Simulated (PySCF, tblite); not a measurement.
**C3H7Si2 radical: geometry, infrared bands and EPR parameters**

Wanted: the infrared bands and EPR parameters of C3H7Si2 radical (`[SiH3][C]1C=C[SiH2]1`), by calculation.

Computed with tblite 0.8.0 and PySCF 2.14.0, with density-fitted response routines of our own, on a single molecule in the gas phase. Atoms are numbered from 0 throughout.

## (1) Starting geometry

12 atoms, charge 0, multiplicity 2; geometry from: force field or distance geometry start.

Bonds of the start (Å): Si0–C1 1.75, C1–C2 1.55, C2–C3 1.37, C3–Si4 1.85, Si4–C1 1.73, Si0–H5 1.48, Si0–H6 1.48, Si0–H7 1.48, C2–H8 1.09, C3–H9 1.09, Si4–H10 1.49, Si4–H11 1.48.

## (2) Optimising the geometry with GFN2-xTB

Job settings and geometry (Å):

```
{"job": {"kind": "relax", "xc": "GFN2-xTB", "basis": "xTB"}, "charge": 0, "multiplicity": 2}
Si     1.930600     0.339000     0.197200
C      0.214600     0.010800     0.127400
C     -0.754100    -0.640500     1.150700
C     -1.872200    -0.530300     0.360900
Si    -1.007200     0.265500    -1.067600
H      2.183000     1.792000     0.032700
H      2.521700    -0.082400     1.483600
H      2.651600    -0.355700    -0.886600
H     -0.607200    -1.040300     2.153600
H     -2.910100    -0.826900     0.532300
H     -0.932300    -0.605000    -2.274900
H     -1.417400     1.673200    -1.291200
```

The run is started by

```bash
> OMP_NUM_THREADS=1 python probes_run.py task.json out
```

One launch serves the whole session: the jobs run in the order shown.

**Question.** This job is followed by: GFN2-xTB harmonic vibrations, gas phase; UKS B3LYP, pcH-1 on C H Si, non-relativistic, mean-field spin-orbit, GIAO. What will the session give for the following? strongest single infrared mode (GFN2-xTB); zero-point energy (GFN2-xTB); g(iso) (B3LYP); ⟨S²⟩; largest a(iso) (averaged by class); potential on the surface of density 0.002 e/bohr³, 1st and 99th percentile.

**Answer**, as computed:

```
                                                                  quantity                  value
                                 strongest single infrared mode (GFN2-xTB)  2257 cm⁻¹, 555 km/mol
                                              zero-point energy (GFN2-xTB)          47.0 kcal/mol
                                                            g(iso) (B3LYP)                2.00265
                                                                      ⟨S²⟩     0.773 (exact 0.75)
                                        largest a(iso) (averaged by class)    13C on C1, 58.2 MHz
potential on the surface of density 0.002 e/bohr³, 1st and 99th percentile     -0.28 V and 1.34 V
```

In words: The optimisation took 40 steps and gained 1.044 eV; among the close pairs (by a distance rule), C1–Si4 changed most, from 1.728 to 1.916 Å. All 30 modes are real, so the xTB geometry is a minimum. The strongest single mode, at 2257 cm⁻¹, moves mainly H11 and H10. GFN2-xTB is a fitted tight-binding method: band positions and strengths are rough. Its intensities can rank the bands wrongly. The largest spin populations lie on C1 (0.67 e), C3 (0.63 e). The isotropic g lies 0.3 ppt above the free-electron value. These values are for one conformer; the search (at its own cheap level) found 1 more, at 0.14 kcal/mol, and measured spectra average over such forms.
